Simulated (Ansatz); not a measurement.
Predict the output of the script below (Ansatz 0.2.0 through its Python package).

Script `freq_c2h5nte.py`:
```python
"""Vibrations of C2H5NTe."""

import ansatz as az
import numpy as np

geometry_ang = [
    ("N", [-1.0387, -0.3304, 1.2749]),
    ("C", [-0.7981, 0.0761, 0.0674]),
    ("C", [0.4949, 0.7146, -0.2389]),
    ("Te", [2.1928, -0.6814, 0.0927]),
    ("H", [-1.9983, -0.722, 1.4531]),
    ("H", [-1.5161, -0.0394, -0.734]),
    ("H", [0.7023, 1.6, 0.4331]),
    ("H", [0.5937, 1.0596, -1.2914]),
    ("H", [1.456, -1.7235, -1.074]),
]
mol = az.Crystal.molecule()
for symbol, xyz in geometry_ang:
    mol = mol.atom(symbol, xyz)

base = (
    mol.calculation()
    .basis(gaussian="def2-SVP")
    .functional("pbe")
)
symbols = [site.symbol for site in mol.cartesian_sites]
start = np.array([site.position_ang for site in mol.cartesian_sites], dtype=float)
report = base.relax(force_tolerance=0.003, max_steps=100).run(threads=1).report
end = np.array(report["positions_ang"])

print("bond        before    after (A)")
for i, j in [(0, 1), (0, 4), (1, 2), (1, 5), (2, 3), (2, 6), (2, 7), (3, 8)]:
    d0, d1 = (np.linalg.norm(xyz[i] - xyz[j]) for xyz in (start, end))
    print(f"{symbols[i]}{i}-{symbols[j]}{j}".ljust(10), f"{d0:8.4f} {d1:8.4f}")
for i, j, k in [(1, 0, 4), (0, 1, 2), (0, 1, 5), (2, 1, 5), (1, 2, 3), (1, 2, 6), (1, 2, 7), (3, 2, 6)]:
    u, v = end[i] - end[j], end[k] - end[j]
    print(f"angle {symbols[i]}{i}-{symbols[j]}{j}-{symbols[k]}{k}: {np.degrees(np.arccos(np.clip(u @ v / np.linalg.norm(u) / np.linalg.norm(v), -1, 1))):.2f} deg")

# frequencies need a stationary point, so they are taken at the relaxed geometry
minimum = az.Crystal.molecule()
for symbol, xyz in zip(symbols, end):
    minimum = minimum.atom(symbol, xyz.tolist())
vibrating = (
    minimum.calculation()
    .basis(gaussian="def2-SVP")
    .functional("pbe")
    .phonons(temperatures=(200, 600, 100))
)
vib = vibrating.run(threads=1).report["vibrations"]
sums = vib["harmonic_sums"]
modes = [m["omega_inv_cm"] for m in sums["modes_at_gamma"] if m["rigid_motion"] == "no"]
for number, w in enumerate(modes, start=1):
    print(f"mode {number:2d} {w:9.1f} 1/cm {w / 8065.544 * 1000:8.2f} meV")
print("imaginary modes:", sum(w < 0 for w in modes), " zero-point energy:", round(sums["zero_point_energy_ev"], 4), "eV")
print("T (K)   F_vib (eV)   S_vib (meV/K)   C_vib (meV/K)")
for row in zip(sums["temperatures_k"], sums["vibrational_free_energy_ev"], vib["entropy_ev_per_k"], vib["heat_capacity_ev_per_k"]):
    print(f"{row[0]:6.1f} {row[1]:11.4f} {1000 * row[2]:13.4f} {1000 * row[3]:15.4f}")
```

```console
$ python freq_c2h5nte.py
bond        before    after (A)
N0-C1        1.2966   1.2824
N0-H4        1.0516   1.0350
C1-C2        1.4742   1.4931
C1-H5        1.0822   1.1183
C2-Te3       2.2230   2.2124
C2-H6        1.1307   1.1063
C2-H7        1.1120   1.1065
Te3-H8       1.7292   1.6832
angle C1-N0-H4: 109.84 deg
angle N0-C1-C2: 120.86 deg
angle N0-C1-H5: 124.03 deg
angle C2-C1-H5: 115.11 deg
angle C1-C2-Te3: 111.03 deg
angle C1-C2-H6: 110.66 deg
angle C1-C2-H7: 113.18 deg
angle Te3-C2-H6: 106.14 deg
mode  1      74.9 1/cm     9.29 meV
mode  2     101.1 1/cm    12.53 meV
mode  3     224.5 1/cm    27.83 meV
mode  4     398.5 1/cm    49.41 meV
mode  5     515.3 1/cm    63.89 meV
mode  6     592.7 1/cm    73.49 meV
mode  7     761.3 1/cm    94.39 meV
mode  8     824.8 1/cm   102.26 meV
mode  9     988.1 1/cm   122.51 meV
mode 10    1056.5 1/cm   130.99 meV
mode 11    1070.8 1/cm   132.76 meV
mode 12    1096.3 1/cm   135.93 meV
mode 13    1225.0 1/cm   151.88 meV
mode 14    1348.5 1/cm   167.19 meV
mode 15    1383.6 1/cm   171.54 meV
mode 16    1675.9 1/cm   207.79 meV
mode 17    2054.5 1/cm   254.72 meV
mode 18    2926.5 1/cm   362.84 meV
mode 19    3026.9 1/cm   375.28 meV
mode 20    3109.9 1/cm   385.57 meV
mode 21    3366.1 1/cm   417.34 meV
imaginary modes: 0  zero-point energy: 1.7247 eV
T (K)   F_vib (eV)   S_vib (meV/K)   C_vib (meV/K)
 200.0      1.6926        0.3520          0.3661
 300.0      1.6483        0.5345          0.5479
 400.0      1.5857        0.7165          0.7221
 500.0      1.5051        0.8941          0.8708
 600.0      1.4071        1.0641          0.9935
```

Reading the output:
- The frequencies are harmonic and unscaled, in a modest basis. The result belongs to the one conformer reached from this start, and soft torsions count as harmonic oscillators.
- def2 sets replace the cores of elements past krypton by effective core potentials.
- Hardware and time: 2.7 min on 1 thread of Arm Neoverse V2 (shared host), peak memory 0.21 GiB.

(A comment or docstring line of the script was reworded after the run, the code is as it ran; lines on the test bed's own set-up are left out of the output.)
